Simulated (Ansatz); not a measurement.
# Ta2Mo: the cost of one run

Method: DFT PBE, scalar-relativistic, plane waves, PAW, in Ansatz 0.2.0.

## (1) The system as given

Symmetry: P4_2/mnm, No. 136, tetragonal system. The conventional cell has a = 5.414 Å, b = 5.414 Å, c = 3.487 Å, α = 90.00°, β = 90.00°, γ = 90.00°. Ta (site symmetry m2m) has 3 Mo at 2.29 to 2.34 Å as nearest neighbours. Mo (site symmetry mmm) is surrounded by 6 Ta at 2.29 to 2.34 Å.

As a file:

```cif
data_structure
_symmetry_space_group_name_H-M 'P 1'
_symmetry_Int_Tables_number 1
_cell_length_a 5.4142
_cell_length_b 5.4142
_cell_length_c 3.4873
_cell_angle_alpha 90.000
_cell_angle_beta 90.000
_cell_angle_gamma 90.000
_cell_volume 102.23
loop_
_atom_site_label
_atom_site_type_symbol
_atom_site_fract_x
_atom_site_fract_y
_atom_site_fract_z
_atom_site_occupancy
Ta1 Ta 0.30600 0.30600 0.00000 1
Ta2 Ta 0.19400 0.80600 0.50000 1
Ta3 Ta 0.69400 0.69400 0.00000 1
Ta4 Ta 0.80600 0.19400 0.50000 1
Mo1 Mo 0.00000 0.00000 0.00000 1
Mo2 Mo 0.50000 0.50000 0.50000 1
```

(A quick probe on a coarse mesh, which set the mesh and smearing, is not shown.)

## (3) A loose first relaxation

Contents of input.yaml:

```yaml
crystal:
  lattice:
    - [5.4142340217, 0.0, 0.0]
    - [0.0, 5.4142340217, 0.0]
    - [0.0, 0.0, 3.4873135547]
  atoms:
    - { symbol: Ta, position: [0.306, 0.306, 0.0] }
    - { symbol: Ta, position: [0.194, 0.806, 0.5] }
    - { symbol: Ta, position: [0.694, 0.694, 0.0] }
    - { symbol: Ta, position: [0.806, 0.194, 0.5] }
    - { symbol: Mo, position: [0.0, 0.0, 0.0] }
    - { symbol: Mo, position: [0.5, 0.5, 0.5] }
basis:
  ecutwfc: 420
kpoints:
  mp_grid: { grid: [4, 4, 6] }
hamiltonian:
  xc: pbe
scf:
  occupations: { method: gaussian, width: 0.1 }
  lower_state_search: "off"
output:
  forces: true
  stress: true
  eigenvalues: true
relax:
  adjacent_minimum: "off"
  f_tol: 0.04
  max_steps: 70
  cell: { stress_tol: 0.4 }
```

Run with:

```bash
$ ansatz run input.yaml --threads 1 --pin off --max-ram 2560MiB --backend cpu --events-out ev --progress --plain --runs-dir out
```

Q: Estimate wall time and peak memory on 1 thread of Arm Neoverse V1, shared host.

About 1.9 min, with a peak of 0.44 GiB.
